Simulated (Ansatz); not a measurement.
Geometry optimisation, Ansatz 0.2.0, DFT PBE, scalar-relativistic, plane waves, PAW.

Input:

```yaml
crystal:
  lattice:
    - [5.522504, 0.0, 0.0]
    - [0.0, 7.81, 0.0]
    - [0.0, 0.0, 15.141878]
  atoms:
    - { symbol: Sr, position: [0.0, 0.0, 0.06604201] }
    - { symbol: Ti, position: [0.5, 0.25, 0.06604201] }
    - { symbol: O, position: [0.74999999, 0.25, 0.15722132] }
    - { symbol: O, position: [0.25, 0.25, 0.15722132] }
    - { symbol: O, position: [0.5, 0.0, 0.06604201] }
    - { symbol: Sr, position: [0.5, 0.0, 0.24840063] }
    - { symbol: Ti, position: [0.0, 0.25, 0.24840063] }
    - { symbol: O, position: [0.25, 0.25, 0.33957994] }
    - { symbol: O, position: [0.74999999, 0.25, 0.33957994] }
    - { symbol: O, position: [0.0, 0.0, 0.24840063] }
    - { symbol: Sr, position: [0.0, 0.5, 0.06604201] }
    - { symbol: Ti, position: [0.5, 0.75, 0.06604201] }
    - { symbol: O, position: [0.74999999, 0.75, 0.15722132] }
    - { symbol: O, position: [0.25, 0.75, 0.15722132] }
    - { symbol: O, position: [0.5, 0.5, 0.06604201] }
    - { symbol: Sr, position: [0.5, 0.5, 0.24840063] }
    - { symbol: Ti, position: [0.0, 0.75, 0.24840063] }
    - { symbol: O, position: [0.25, 0.75, 0.33957994] }
    - { symbol: O, position: [0.74999999, 0.75, 0.33957994] }
    - { symbol: O, position: [0.0, 0.5, 0.24840063] }
    - { symbol: Ti, position: [0.41666666, 0.58333333, 0.48355151], spin: 1.0 }
magnetization:
  spin_polarized: true
basis:
  ecutwfc: 420.0
kpoints:
  mp_grid: { grid: [3, 2, 1] }
hamiltonian:
  xc: pbe
  pseudopotentials: { kind: paw, azcp: { folder: soft_1 } }
scf:
  occupations: { method: fermi_dirac, width: 0.05 }
  lower_state_search: "off"
relax:
  f_tol: 0.03
  max_steps: 60
  adjacent_minimum: "off"
  constraints: [{ sites: [0, 1, 4, 10, 11, 14] }]
```

Command:

```bash
$ ansatz run input.yaml --threads 4 --pin off --max-ram 10240MiB --backend cpu --events-out ev --progress --plain --runs-dir out
```

Where does it end, and by what steps?

The run converged. Limits of this set-up: coarse k mesh, thin slab, slab without dipole correction. After 17 steps the energy has fallen by 10.713 eV; Ti21 moved furthest, 1.70 Å. Parted: Sr6–O13 (2.76 → 3.59 Å), O13–Sr16 (2.76 → 3.59 Å). Joined: Sr6–Ti21 (4.85 → 3.18 Å), Ti17–Ti21 (4.43 → 3.70 Å), O19–Ti21 (3.14 → 1.82 Å).

```csv
step,energy less start (eV),largest force component (eV/Å),accepted
0,0.0000,6.912,yes
1,-3.2904,5.673,yes
2,-6.5388,3.813,yes
3,-8.4508,2.010,yes
4,-9.0799,1.000,yes
5,-9.5716,0.978,yes
6,-10.0212,0.969,yes
7,-10.3063,0.715,yes
8,-10.4447,0.495,yes
9,-10.5629,0.187,yes
10,-10.6154,0.506,yes
11,-10.6357,0.289,yes
12,-10.7001,0.223,yes
13,-10.7076,0.095,yes
14,-10.7110,0.062,yes
15,-10.7111,0.112,yes
16,-10.7130,0.035,yes
17,-10.7132,0.013,yes
```

```xyz
21
Lattice="5.5225 0.0000 0.0000 0.0000 7.8100 0.0000 0.0000 0.0000 15.1419" Properties=species:S:1:pos:R:3
Sr 0.000 0.000 1.000
Ti 2.761 1.952 1.000
O 4.421 1.952 1.671
O 1.428 1.953 2.201
O 2.761 0.000 1.000
Sr 2.509 0.147 3.885
Ti -0.157 1.952 3.827
O 1.150 1.952 4.968
O 3.831 1.953 4.674
O -0.158 -0.072 3.453
Sr 0.000 3.905 1.000
Ti 2.761 5.857 1.000
O 4.422 5.858 1.697
O 1.489 5.858 2.308
O 2.761 3.905 1.000
Sr 2.509 3.758 3.885
Ti -0.118 5.858 3.780
O 1.143 5.858 5.214
O 3.873 5.858 4.946
O -0.158 3.977 3.453
Ti 2.620 5.858 6.268
```

Whether the end is a true minimum wasn't checked by a vibrational analysis.

Run time: 14 min on 4 threads of Arm Neoverse V2, with other jobs on the host, peak memory 2.3 GiB.
